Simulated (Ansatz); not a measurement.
# EuN: the cost of one run

Computed with Ansatz 0.2.0 (DFT LDA, with the methods named in each step, unless a step's input says otherwise).

### 1 The starting structure

The structure is cubic, space group Fm-3m (No. 225). The conventional cell has a = 5.014 Å, b = 5.014 Å, c = 5.014 Å, α = 90.00°, β = 90.00°, γ = 90.00°. Eu (site symmetry m-3m) is surrounded by 6 N at 2.51 Å. N (site symmetry m-3m) is surrounded by 6 Eu at 2.51 Å.

Structure file:

```
CELL_PARAMETERS angstrom
0.00000 2.50700 2.50700
2.50700 0.00000 2.50700
2.50700 2.50700 0.00000
ATOMIC_POSITIONS crystal
Eu 0.00000 0.00000 0.00000
N 0.50000 0.50000 0.50000
```

Where an Elk run is restarted with further inputs, its INFO.OUT and LSJ.OUT are those of the last start.

The cell forces parallel moments, which needn't be the real order.

Elk's input and logs are in atomic units (hartree, bohr).

Atoms are numbered in the order of the input: Eu1, N2.

### 2 Collinear moments, PAW

input.yaml reads:

```yaml
crystal:
  lattice:
    - [0.0, 2.507, 2.507]
    - [2.507, 0.0, 2.507]
    - [2.507, 2.507, 0.0]
  atoms:
    - { symbol: Eu, position: [0.0, 0.0, 0.0], spin: 7.0 }
    - { symbol: "N", position: [0.5, 0.5, 0.5] }
magnetization:
  spin_polarized: true
kpoints:
  mp_grid: { grid: [10, 10, 10] }
scf:
  occupations: { method: fermi_dirac, width: 0.05 }
hamiltonian:
  xc: lda
  pseudopotentials: { kind: paw }
output:
  forces: true
  stress: true
  eigenvalues: true
```

On the command line:

```console
$ ansatz run input.yaml --threads 2 --pin off --max-ram 3072MiB --backend cpu --events-out ev --progress --plain --runs-dir out
```

**Question.** How long does this run take on 2 threads of Arm Neoverse V1, shared host, and how much memory does it need?

About 3.4 s, with a peak of 0.36 GiB.
